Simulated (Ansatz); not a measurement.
# Cl2H2OSi, SMILES O[SiH](Cl)Cl: energies of removing a hydrogen

Computed with Ansatz's Python interface.

Run as a notebook:

```python
import ansatz as az
```

```python
def single_point(molecule, charge=0, unpaired=0):
    calc = (
        molecule.calculation()
        .basis(gaussian='def2-TZVPP')
        .functional('HF')
    )
    if charge:
        calc = calc.charge(charge)
    if unpaired:
        calc = calc.spin('collinear', total=unpaired)
    report = calc.run(threads=1, pin='off').report
    if report['published_state_doubts']:
        print('  doubts:', report['published_state_doubts'])
    return report['free_energy_ev']

def without(molecule, index):
    rest = az.Crystal.molecule()
    for i, site in enumerate(molecule.cartesian_sites):
        if i != index:
            rest = rest.atom(site.symbol, site.position_ang)
    return rest

geometry_ang = [
    ('O', [0.4216, 1.1583, -0.4521]),
    ('Si', [0.1139, -0.2054, 0.3644]),
    ('Cl', [0.5643, -1.7043, -0.9358]),
    ('Cl', [-1.8193, -0.3076, 0.6598]),
    ('H', [-0.1171, 1.2632, -1.3137]),
    ('H', [0.8787, -0.2683, 1.6312]),
]
system = az.Crystal.molecule()
for symbol, xyz in geometry_ang:
    system = system.atom(symbol, xyz)

whole = single_point(system, 0)
hydrogen = single_point(az.Crystal.molecule().atom('H', (0, 0, 0)), 0, 1)
print(f'E(molecule) = {whole:.5f} eV, E(H) = {hydrogen:.5f} eV')
for index in [4, 5]:
    radical = single_point(without(system, index), 0, 1)
    print(f'H{index}: homolysis {96.485332 * (radical + hydrogen - whole):.1f} kJ/mol')
    anion = single_point(without(system, index), -1)
    print(f'H{index}: loss of a proton {96.485332 * (anion - whole):.1f} kJ/mol')
```

    E(molecule) = -34944.50996 eV, E(H) = -13.60052 eV
    H4: homolysis 375.8 kJ/mol
    H4: loss of a proton 1527.4 kJ/mol
    H5: homolysis 335.6 kJ/mol
    H5: loss of a proton 1622.5 kJ/mol

Total energies depend on the basis set; only differences at equal settings carry meaning. The geometry is a force-field or estimated start, not a minimum of this method, and the basis set is short of its limit. All parts are taken at fixed geometry, without zero-point energy. Hartree-Fock leaves correlation out, so bond, atomisation and ionisation energies come out well too low. Anions want diffuse functions, which this basis lacks. Run time: 70 s on 1 thread of Arm Neoverse V1, with other jobs on the host, peak memory 0.75 GiB.

(Lines on the test bed's own set-up are left out of the output.)
